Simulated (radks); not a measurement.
# Ta²⁺ in [Kr] 4d10 4f14 5s1.5 5p6 5d3.5: an all-electron calculation

What are the levels of the tantalum ion Ta2+, how large are its shells, and how does its energy divide?

Method: Dirac Kohn-Sham, LDA (Slater exchange, Perdew-Zunger correlation), spin-unpolarised, spherical densities, finite nucleus; open shells are shared between the two j in proportion to 2j + 1. Code: radks (a radial shooting solver on a logarithmic mesh, Libxc functionals) version 1.

**1. Starting point**

| Quantity | Value |
| --- | --- |
| element | tantalum (Z = 73) |
| charge | +2 |
| electrons | 71 |
| configuration | [Kr] 4d10 4f14 5s1.5 5p6 5d3.5 |
| nuclear rms radius | 5.3507 fm |

**2. Self-consistent calculation**

Input:

```text
Z 73
configuration [Kr] 4d10 4f14 5s1.5 5p6 5d3.5
relativity Dirac
functional lda,pz
spin unpolarised
j_filling average
nucleus finite rms 5.3507 fm
c 137.035999084
```

Q: Predict the outcome of this run.

The runs gave:

```
                        quantity                   value
                    total energy     -15612.1900 hartree
exchange-correlation share of it                  1.97 %
                            −T/E                  1.1218
          highest occupied level       5d5/2, -19.070 eV
    most extended occupied level  5d5/2, <r> = 1.97 bohr
 radius at density 0.001 e/bohr³               3.77 bohr
    maxima of the radial density                       4
```

What this shows: 5 principal shells are occupied and 4 maxima appear in the radial density; where shells overlap, one shows as a shoulder or not at all. −T/E is 1.122: with relativity the kinetic term as defined here no longer equals −E. This is not the tabulated ground configuration, so its levels and sizes aren't those of the ground state, and no measured value stands beside it.
